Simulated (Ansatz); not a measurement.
HfTaN2:

```
Ta Hf N
1.0
     1.58632    0.91586    5.13439
    -1.58632    0.91586    5.13439
     0.00000   -1.83172    5.13439
Ta Hf N
1 1 2
Cartesian
  0.0000 0.0000 7.7016
  0.0000 0.0000 0.0000
  0.0000 0.0000 11.5478
  0.0000 0.0000 3.8554
```

The cell comes from a database or a generator and needn't be the stable form of this composition.

- Program: Ansatz 0.2.0
- Task: single point
- Functional: PBEsol
- Potentials or basis: all-electron LAPW, scalar-relativistic
- Cutoff: 351 eV (chosen from the basis error)
- Basis error allowed: 0.001 eV/atom
- k mesh: 10 × 10 × 10
- Occupations: fermi-dirac, width 0.05 eV
- Spin: no spin polarisation

On this cell: pressure -7.7 GPa; largest force 0.257 eV/Å; band gap on the k mesh none (metal or under the smearing width).

The same run follows on a disturbed copy (atoms moved at random, drawn with an rms of 0.05 Å):

```
Ta Hf N
1.0
     1.58632    0.91586    5.13439
    -1.58632    0.91586    5.13439
     0.00000   -1.83172    5.13439
Ta Hf N
1 1 2
Direct
  0.48987 0.51366 0.50017
  0.99857 0.98980 0.00717
  0.74161 0.76164 0.75219
  0.23883 0.26442 0.25093
```

Question: What changes?

Answer: The energy (extrapolated to zero smearing) moves by +5.3 meV/atom; pressure -7.3 GPa; largest force 0.668 eV/Å; band gap on the k mesh none (metal or under the smearing width).

Forces on the atoms (eV/Å):
```
Ta  -0.072  0.016  0.055
Hf  -0.436  0.208  0.461
N    0.131 -0.062 -0.080
N    0.377 -0.162 -0.436
```

Stress tensor (GPa, compression positive):
```
-7.24 -0.36 -0.51
-0.36 -7.64  0.29
-0.51  0.29 -7.00
```
